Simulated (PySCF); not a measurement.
# C2H4GeN2Se: the cost of one run

The runs use PySCF 2.14.0, with density-fitted response routines of our own; the level of theory stands in each step. All values are computed, except where a source is named. Atoms are numbered from 0 throughout.

### 1 The molecule as given

10 atoms, charge 0, multiplicity 1; geometry from: GFN2-xTB. The atoms were then displaced at random by about 0.01 Å, so the start is not that level's minimum.

Bonds of the start (Å): Ge0–C1 1.96, C1–N2 1.36, N2–C3 1.24, C3–Se4 1.88, Se4–N5 1.78, N5–C1 1.29, Ge0–H6 1.50, Ge0–H7 1.51, Ge0–H8 1.46, C3–H9 1.10.

### 2 Relaxing the molecule at PBE0-D3(BJ)/def2-SVP

What the job is given:

```
{"job": {"xc": "PBE0", "basis": "def2-SVP", "d3": "d3bj", "grid": 1, "shake": 0.01, "kind": "geom"}, "charge": 0, "multiplicity": 1}
Ge     1.872680     0.075730    -0.232750
C     -0.057240    -0.254760    -0.123270
N     -0.899890     0.810140    -0.039920
C     -2.080740     0.451870     0.025470
Se    -2.319310    -1.409520    -0.039790
N     -0.541920    -1.450410    -0.138310
H      2.248260     0.276340    -1.666200
H      2.147740     1.368670     0.495280
H      2.613680    -1.032730     0.357760
H     -2.932830     1.143740     0.116520
```

Started as:

```
OMP_NUM_THREADS=1 python probes_run.py task.json out
```

This one command runs all jobs of the session in turn.

Q: Estimate the wall time and peak memory of this first job on 1 thread of AMD EPYC 9R45, shared host.

About 73 s, with a peak of 0.59 GiB.
